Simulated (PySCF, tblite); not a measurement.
**C₃H₁₀O₂Si₂: a rotation path, then NMR shifts on frames, part 1 of 2**

How do NMR shifts of C₃H₁₀O₂Si₂ (`O=C(CC[SiH3])O[SiH3]`) change as the atoms move?

Programs: tblite 0.8.0 and PySCF 2.14.0, with density-fitted response routines of our own. Each step states its level of theory. These are calculated values for one molecule in the gas phase, unless marked as measured. Atoms are numbered from 0 throughout.

### 1 The molecule as given

17 atoms, charge 0, multiplicity 1; geometry from: GFN2-xTB.

Bonds of the start (Å): O0–C1 1.21, C1–C2 1.50, C2–C3 1.52, C3–Si4 1.91, C1–O5 1.32, O5–Si6 1.67, C2–H7 1.10, C2–H8 1.09, C3–H9 1.09, C3–H10 1.09, Si4–H11 1.46, Si4–H12 1.46, Si4–H13 1.48, Si6–H14 1.46, Si6–H15 1.46, Si6–H16 1.46.

### 2 A band between two rotamers with GFN2-xTB

Job settings and geometry (Å):

```
{"job": {"kind": "neb", "xc": "GFN2-xTB", "basis": "xTB", "atoms": [2, 1, 5, 6], "turn": 180}, "charge": 0, "multiplicity": 1}
O      0.415725     0.763191    -0.351300
C      0.627065    -0.101912     0.465638
C     -0.457885    -0.848456     1.178050
C     -1.730611    -0.865853     0.344527
Si    -2.189669     0.859545    -0.343600
O      1.853784    -0.441432     0.805349
Si     3.156254     0.338282     0.103781
H     -0.635239    -0.314941     2.117914
H     -0.098063    -1.849130     1.431438
H     -2.541997    -1.259176     0.955948
H     -1.601354    -1.560693    -0.485917
H     -1.798754     1.910768     0.592605
H     -1.760676     1.062632    -1.719616
H     -3.666299     0.851528    -0.362065
H      4.206190    -0.396359     0.794364
H      3.119747     0.111410    -1.334601
H      3.094786     1.752628     0.447037
```

Level: GFN2-xTB climbing-image nudged elastic band, gas phase.

The run is started by

```bash
OMP_NUM_THREADS=1 python probes_run.py task.json out
```

One launch serves the whole session: the jobs run in the order shown.

Output:

```text
image   E - E0 / eV
  0       0.0000
  1       0.0299
  2       0.0850
  3       0.1562
  4       0.2052
  5       0.2023
  6       0.1871
  7       0.1804
  8       0.1636
```

Wall time 4 s (1 thread of AMD EPYC 9R14, shared host); peak memory 0.19 GiB.

The final band, with the dihedral C2–C1–O5–Si6:

```
image  dihedral (°)  energy (eV)  energy (kcal/mol)
    0          -179        0.000                0.0
    1          -163        0.030                0.7
    2          -144        0.085                2.0
    3          -118        0.156                3.6
    4           -87        0.205                4.7
    5           -55        0.202                4.7
    6           -29        0.187                4.3
    7           -12        0.180                4.2
    8             3        0.164                3.8
```

### 3 Nuclear shieldings: image 0, PBE0/pcSseg-1

Job settings and geometry (Å):

```
{"job": {"kind": "nmr", "xc": "PBE0", "basis": "pcSseg-1", "pop": false}, "charge": 0, "multiplicity": 1}
O      0.415700     0.763200    -0.351300
C      0.627100    -0.101900     0.465600
C     -0.457900    -0.848500     1.178000
C     -1.730600    -0.865900     0.344500
Si    -2.189700     0.859500    -0.343600
O      1.853800    -0.441400     0.805300
Si     3.156300     0.338300     0.103800
H     -0.635200    -0.314900     2.117900
H     -0.098100    -1.849100     1.431400
H     -2.542000    -1.259200     0.955900
H     -1.601400    -1.560700    -0.485900
H     -1.798800     1.910800     0.592600
H     -1.760700     1.062600    -1.719600
H     -3.666300     0.851500    -0.362100
H      4.206200    -0.396400     0.794400
H      3.119700     0.111400    -1.334600
H      3.094800     1.752600     0.447000
```

Level: GIAO PBE0/pcSseg-1 NMR shielding, non-relativistic, gas phase.

Output:

```text
coarse grid: 14880 points
cycle   1  E = -848.9897453392  dE =  8.397e-01  |g| = 9.172e-01  |ddm| = 3.619e+00
cycle   2  E = -848.7114997868  dE =  2.782e-01  |g| = 1.539e+00  |ddm| = 1.621e+00
cycle   3  E = -849.1329840721  dE = -4.215e-01  |g| = 2.551e-01  |ddm| = 1.144e+00
cycle   4  E = -849.1443726984  dE = -1.139e-02  |g| = 7.530e-02  |ddm| = 2.124e-01
cycle   5  E = -849.1452687576  dE = -8.961e-04  |g| = 2.017e-02  |ddm| = 5.268e-02
cycle   6  E = -849.1453541096  dE = -8.535e-05  |g| = 4.786e-03  |ddm| = 1.866e-02
cycle   7  E = -849.1453594574  dE = -5.348e-06  |g| = 8.462e-04  |ddm| = 4.612e-03
final grid: 133616 points
cycle   8  E = -849.2053599120  dE = -1.353e-05  |g| = 1.201e-02  |ddm| = 2.181e-02
cycle   9  E = -849.2053150122  dE =  4.490e-05  |g| = 1.969e-02  |ddm| = 1.999e-02
cycle  10  E = -849.2053854386  dE = -7.043e-05  |g| = 2.208e-03  |ddm| = 1.306e-02
cycle  11  E = -849.2053863256  dE = -8.870e-07  |g| = 3.493e-04  |ddm| = 1.611e-03
cycle  12  E = -849.2053863452  dE = -1.953e-08  |g| = 1.047e-04  |ddm| = 2.808e-04
cycle  13  E = -849.2053863475  dE = -2.312e-09  |g| = 2.722e-05  |ddm| = 1.010e-04
cycle  14  E = -849.2053863477  dE = -1.685e-10  |g| = 3.929e-06  |ddm| = 2.633e-05
converged SCF energy = -849.2053863477

GIAO shielding tensors (ppm)
atom      isotropic    diamagn.    paramagn.     s11        s22        s33       span
  0 O     -106.278     406.189    -512.467   -352.088   -238.782    272.035    624.123
  1 C       -0.040     255.382    -255.423    -93.051     19.404     73.526    166.577
  2 C      152.453     251.198     -98.745    135.870    148.952    172.536     36.665
  3 C      180.424     251.744     -71.320    168.818    179.651    192.803     23.985
  4 Si     423.416     878.234    -454.818    390.695    409.375    470.178     79.483
  5 O      142.780     398.842    -256.062     -3.915    210.731    221.523    225.437
  6 Si     388.050     880.044    -491.994    356.949    363.916    443.284     86.335
  7 H       29.266      30.591      -1.325     25.379     28.337     34.082      8.703
  8 H       28.877      31.141      -2.264     23.645     28.687     34.299     10.653
  9 H       30.835      29.617       1.218     25.409     28.594     38.501     13.092
 10 H       30.800      31.500      -0.700     26.343     28.892     37.166     10.823
 11 H       27.793      29.484      -1.690     24.499     26.906     31.974      7.475
 12 H       27.275      29.324      -2.049     23.622     26.179     32.024      8.402
 13 H       27.763      28.350      -0.588     23.947     25.739     33.603      9.656
 14 H       27.166      28.860      -1.694     23.560     25.855     32.084      8.524
 15 H       26.775      29.728      -2.954     23.424     25.465     31.435      8.011
 16 H       26.792      29.345      -2.553     23.464     25.411     31.502      8.037
```

Run time: 27 s. Hardware: 1 thread of AMD EPYC 9R14, shared host; peak memory 0.82 GiB.

The references, computed at this level on geometries of the same kind, shield at (ppm): ¹H TMS 31.72, ¹³C TMS 186.9, ²⁹Si TMS 349.2, ¹⁷O H2O 336.1. Their shielding less the atom's gives the shift. The references are single molecules in the gas phase, so shifts against H2O, NH3, PH3, H3PO4 or CFCl3 are not on the usual liquid scales and can be off by tens of ppm. Each atom is listed at this fixed geometry, with no averaging over motion; a spectrum would average atoms that exchange fast.

```
atoms                             environment  σ (ppm)  δ (ppm)
   C1                         carbonyl carbon      0.0    187.0
   C2                 sp3 CH2 α to a carbonyl    152.5     34.5
   C3                    sp3 CH2 bonded to Si    180.4      6.5
  H15       hydrogen on a silicon bonded to O    26.77     4.94
  H16       hydrogen on a silicon bonded to O    26.79     4.92
  H14       hydrogen on a silicon bonded to O    27.17     4.55
  H12       hydrogen on a silicon bonded to C    27.27     4.44
  H13       hydrogen on a silicon bonded to C    27.76     3.95
  H11       hydrogen on a silicon bonded to C    27.79     3.92
   H8  hydrogen on an sp3 CH2 α to a carbonyl    28.88     2.84
   H7  hydrogen on an sp3 CH2 α to a carbonyl    29.27     2.45
  H10     hydrogen on an sp3 CH2 bonded to Si    30.80     0.92
   H9     hydrogen on an sp3 CH2 bonded to Si    30.83     0.88
   O0                         carbonyl oxygen   -106.3    442.4
   O5                  oxygen bonded to C, Si    142.8    193.3
  Si6                silicon bonded to O, 3 H    388.0    -38.9
  Si4                silicon bonded to C, 3 H    423.4    -74.3
```

Orbitals, density, ELF and potential are computed afterwards from the orbital file.

Frontier orbitals at PBE0/pcSseg-1, with the share of their density that lies nearest to each atom:

```
orbital  energy (eV)                     lies on
   HOMO        -8.14  O0 34 %; H13 28 %; H12 9 %
   LUMO        -0.26    C1 43 %; O0 24 %; O5 9 %
```

ELF in a plane through or near 10 of the atoms.

Ten even steps from ' ' (0.00) to '@' (1.00):
```
                                                        
                                                        
                                                        
                        ..++**::                        
                        ##@@@@%%    ..::                
        ..::      ....  **@@@@%%    ##@@##              
      --@@@@**  ..**##::..####++====@@@@@@==            
    ..%%@@@@@@..--%%%%**..**::::%%**@@@@@@::            
    --@@@@@@@@++==##--##==@@==++%%--%%%%--              
    ::%%@@@@%%....%%####@@..==::**%%%%==    ....        
      ==%%@@..%%====----==**::  **%%**==**%%@@**        
        ..::..::  ..  ==**--##::..::##..@@@@@@@@..      
          ..==++++::  ##%%++%%::..--##..@@@@@@@@..      
          ..==**++..  **%%%%++  --..  ::@@@@@@@@        
            ......    ..--::    ++##++::==####::        
                                --++--..                
                                  ..                    
                                                        
                                                        
                                                        
```
The map spans 13.6 Å across and 9.6 Å up, centred on the molecule. Atoms in the plane (x, y in Å): O0 (-0.4, -1.0), C1 (-0.6, 0.2), C2 (0.5, 1.2), Si4 (2.2, -1.1), O5 (-1.9, 0.7), Si6 (-3.2, -0.3), H8 (0.1, 2.2), H9 (2.6, 1.4), H13 (3.7, -1.1), H14 (-4.2, 0.7).

On the surface of density 0.002 e/bohr³ the electrostatic potential runs, from the 1st to the 99th percentile, from -1.24 V near O0 to 1.58 V near H16.

### 4 NMR shieldings: image 2, PBE0/pcSseg-1

Job settings and geometry (Å):

```
{"job": {"kind": "nmr", "xc": "PBE0", "basis": "pcSseg-1", "pop": false}, "charge": 0, "multiplicity": 1}
O      0.334300     0.388200    -0.833500
C      0.610300    -0.269000     0.137300
C     -0.405400    -0.805900     1.099000
C     -1.798100    -0.824300     0.492400
Si    -2.222500     0.790300    -0.443100
O      1.857900    -0.545700     0.484000
Si     3.194400     0.408000     0.280300
H     -0.376600    -0.121600     1.954600
H     -0.077200    -1.784500     1.458300
H     -2.519900    -0.999300     1.289700
H     -1.876500    -1.669600    -0.191000
H     -1.570900     1.935800     0.190700
H     -2.031700     0.693200    -1.882100
H     -3.669700     0.969500    -0.216500
H      4.227700    -0.592000     0.495800
H      3.234100     1.041400    -1.028600
H      3.082800     1.397400     1.352400
```

With the program's defaults for keys left out, this is: GIAO PBE0/pcSseg-1 NMR shielding, non-relativistic, gas phase.

Output:

```text
coarse grid: 14880 points
cycle   1  E = -848.9793637998  dE =  8.421e-01  |g| = 9.302e-01  |ddm| = 3.617e+00
cycle   2  E = -848.6878796751  dE =  2.915e-01  |g| = 1.568e+00  |ddm| = 1.679e+00
cycle   3  E = -849.1270219078  dE = -4.391e-01  |g| = 2.581e-01  |ddm| = 1.200e+00
cycle   4  E = -849.1387192586  dE = -1.170e-02  |g| = 7.660e-02  |ddm| = 2.149e-01
cycle   5  E = -849.1396439325  dE = -9.247e-04  |g| = 2.041e-02  |ddm| = 5.403e-02
cycle   6  E = -849.1397315479  dE = -8.762e-05  |g| = 4.895e-03  |ddm| = 1.894e-02
cycle   7  E = -849.1397370584  dE = -5.511e-06  |g| = 8.780e-04  |ddm| = 4.608e-03
final grid: 133616 points
cycle   8  E = -849.1995108188  dE = -1.364e-05  |g| = 1.195e-02  |ddm| = 2.258e-02
cycle   9  E = -849.1994674293  dE =  4.339e-05  |g| = 1.940e-02  |ddm| = 2.026e-02
cycle  10  E = -849.1995364500  dE = -6.902e-05  |g| = 2.176e-03  |ddm| = 1.318e-02
cycle  11  E = -849.1995373152  dE = -8.652e-07  |g| = 3.384e-04  |ddm| = 1.577e-03
cycle  12  E = -849.1995373331  dE = -1.790e-08  |g| = 1.108e-04  |ddm| = 2.830e-04
cycle  13  E = -849.1995373357  dE = -2.578e-09  |g| = 2.524e-05  |ddm| = 1.017e-04
cycle  14  E = -849.1995373359  dE = -1.453e-10  |g| = 3.784e-06  |ddm| = 2.560e-05
converged SCF energy = -849.1995373359

GIAO shielding tensors (ppm)
atom      isotropic    diamagn.    paramagn.     s11        s22        s33       span
  0 O     -119.135     406.324    -525.459   -407.420   -241.596    291.612    699.032
  1 C        1.956     253.363    -251.407    -98.172     34.445     69.596    167.768
  2 C      151.154     252.399    -101.246    133.123    146.465    173.873     40.750
  3 C      181.864     251.484     -69.620    171.601    180.494    193.496     21.896
  4 Si     423.068     878.212    -455.144    390.625    408.246    470.333     79.709
  5 O      163.210     401.144    -237.935     34.577    215.696    239.356    204.779
  6 Si     387.948     880.284    -492.336    358.317    360.148    445.380     87.063
  7 H       29.363      31.709      -2.345     25.273     28.935     33.882      8.610
  8 H       28.882      31.159      -2.277     23.570     28.911     34.165     10.595
  9 H       30.927      29.570       1.357     25.525     28.743     38.513     12.989
 10 H       30.835      30.795       0.040     26.204     28.774     37.528     11.324
 11 H       27.945      29.744      -1.799     24.533     27.296     32.006      7.473
 12 H       27.246      29.210      -1.964     23.635     25.905     32.199      8.564
 13 H       27.805      28.351      -0.546     24.020     25.773     33.623      9.603
 14 H       26.986      28.862      -1.876     23.498     25.502     31.958      8.460
 15 H       26.322      29.408      -3.085     22.897     25.539     30.531      7.634
 16 H       26.883      29.486      -2.603     23.043     25.726     31.880      8.836
```

Run time: 19 s. Hardware: 1 thread of AMD EPYC 9R14, shared host; peak memory 0.82 GiB.

In short: δ C1 185.0, C2 35.8, C3 5.1, O0 455.2, H15 5.39, H16 4.83 ppm.

(Continued in part 2 of 2.)
